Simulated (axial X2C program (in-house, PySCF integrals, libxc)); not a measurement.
**A two-component session on AuI⁺: EOM-IP-CCSD levels**

Aim: EOM-IP-CCSD levels of AuI⁺, with spin–orbit coupling in the Hamiltonian from the start.

Method: two-component X2C with atomic mean-field terms, Au dyall-cv3z, I dyall-cv3z; program: an in-house X2C program for linear molecules on PySCF integrals.

All values are calculated.

## 1. Set-up

The input, task.json:

```json
{"zs": [79, 53], "q": 1, "bas": ["dyall-cv3z", "dyall-cv3z"], "r0": 2.57, "eom": "ip", "rq": 0, "thr": -2.0, "nmax": 95, "grid": [1, 0.96, 1.045, 0.92, 1.09, 1.15]}
```

Keys: zs atomic numbers; q charge; bas basis sets; r0 starting distance in Å; eom kind of EOM run; thr threshold in hartree for freezing inner shells (an s shell follows its p shell); nmax most natural virtual spinors; grid distances as factors.

Run with:

```bash
python soeom.py task.json out
```

The runs that follow: EOM-IP-CCSD at 2.499 Å.

Q: Predict the outcome of this session. Wanted: next root led by one particle; T1 of the reference; lowest state, Re and ωe.

As calculated:

| quantity | value |
| --- | --- |
| lowest root at 2.499 Å | Ω = 3/2, 8.860 eV |
| next root led by one particle | Ω = 1/2, about 5010 cm⁻¹ higher |
| T1 of the reference | 0.021 |
| lowest state, Re and ωe | 2.512 Å, 187.8 cm⁻¹ |

In words: Removing an electron from the reference determinant of AuI costs 8.86 eV and empties a spinor of 83% I pπ, 9% Au dπ. Errors of 0.1 to 0.3 eV are usual at this size, and roots led by higher excitations are left out, so the list is incomplete, and low states of that kind can be missing. The bond is 0.012 Å longer than in the closed-shell reference at CCSD (2.500 Å).
